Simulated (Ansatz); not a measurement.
**BFH₅NOSi: a ladder of functionals and wavefunction methods**

One table from this session's results is given with a row withheld; the runs are named, their logs left out.

The runs use Ansatz 0.2.0, Gaussian basis; functionals in def2-TZVPP, the program's frozen cores in correlated methods.

Levels to be run: PBE-D4, r2SCAN-D4, PBE0-D4, B3LYP-D4, ωB97X-V, ωB97M-V, B2PLYP; CCSD(T)/def2-TZVPP; MP2/def2-QZVPP; extrapolation to the limit.

### The relaxed structure

The geometry comes from an earlier relaxation with PBE0-D4 in a triple-zeta def2 set; it is a stationary point, not always the lowest conformer.

SMILES `NBO[SiH2]F`, 10 atoms, charge 0, spin multiplicity 1.

Atoms are counted from 1 here; the program's logs count them from 0.

Bond lengths: N1–B2 1.392 Å, N1–H6 1.003 Å, N1–H7 1.006 Å, B2–O3 1.377 Å, B2–H8 1.200 Å, O3–Si4 1.625 Å, Si4–F5 1.594 Å, Si4–H9 1.480 Å, Si4–H10 1.476 Å. Angles: B2–N1–H6 122.6°, B2–N1–H7 122.7°, H6–N1–H7 114.7°, N1–B2–O3 119.1°, N1–B2–H8 120.1°, O3–B2–H8 120.8°, B2–O3–Si4 132.5°, O3–Si4–F5 109.4°, O3–Si4–H9 111.1°, O3–Si4–H10 108.2°, F5–Si4–H9 107.3°, F5–Si4–H10 107.3°, H9–Si4–H10 113.4°.

The first run:

File in.yaml:

```yaml
crystal:
  periodic: [false, false, false]
  atoms:
    - {symbol: N, position_ang: [-1.900831, -0.970478, 0.234692]}
    - {symbol: B, position_ang: [-0.569310, -0.617441, 0.434382]}
    - {symbol: O, position_ang: [0.037008, 0.241567, -0.454819]}
    - {symbol: Si, position_ang: [1.507692, 0.931498, -0.483780]}
    - {symbol: F, position_ang: [1.424306, 2.381140, 0.173709]}
    - {symbol: H, position_ang: [-2.393080, -1.593069, 0.848713]}
    - {symbol: H, position_ang: [-2.448334, -0.614360, -0.530794]}
    - {symbol: H, position_ang: [0.038948, -1.065459, 1.367347]}
    - {symbol: H, position_ang: [2.480695, 0.145010, 0.307654]}
    - {symbol: H, position_ang: [1.906006, 1.110491, -1.894105]}
basis:
  gaussian: {orbitals: def2-TZVPP}
hamiltonian: {xc: pbe, dispersion: d4}
output: {forces: true, orbitals: {seedname: orbitals}}
```

Launch:

```
$ ansatz run in.yaml --threads 4 --pin off --events-out ev --progress --plain --max-ram 10444MiB
```

Steps of the session up to this table: PBE-D4 (GGA); r2SCAN-D4 (meta-GGA); PBE0-D4 (hybrid); B3LYP-D4 (hybrid); ωB97X-V (range-separated); ωB97M-V (range-separated); B2PLYP (double hybrid); CCSD(T) in def2-TZVPP; MP2 in def2-QZVPP.

One table of the session follows, with a row left open; its other results are not shown here.

| method | atomisation energy (kcal/mol) |
| --- | --- |
| PBE-D4 | 951.7 |
| r2SCAN-D4 | 942.5 |
| PBE0-D4 | 934.2 |
| B3LYP-D4 | 943.3 |
| ωB97X-V | ? |
| ωB97M-V | 946.6 |
| B2PLYP | 935.9 |
| HF/def2-TZVPP | 699.3 |
| MP2/def2-TZVPP | 938.0 |
| CCSD/def2-TZVPP | 904.3 |
| CCSD(T)/def2-TZVPP | 916.5 |
| MP2/CBS | 964.9 |
| CCSD(T)/CBS | 943.4 |

Estimate the missing values for ωB97X-V.

**Answer.** atomisation energy (kcal/mol): 945.2. In the column «atomisation energy (kcal/mol)» it lies between CCSD(T)/CBS (943.4) and ωB97M-V (946.6).

Caveats from the session: Free atoms (1 N, 1 B, 1 O, 1 Si, 1 F, 5 H) were run apart at each level; the atomisation energy is their sum less the molecule, without zero-point or spin-orbit terms.
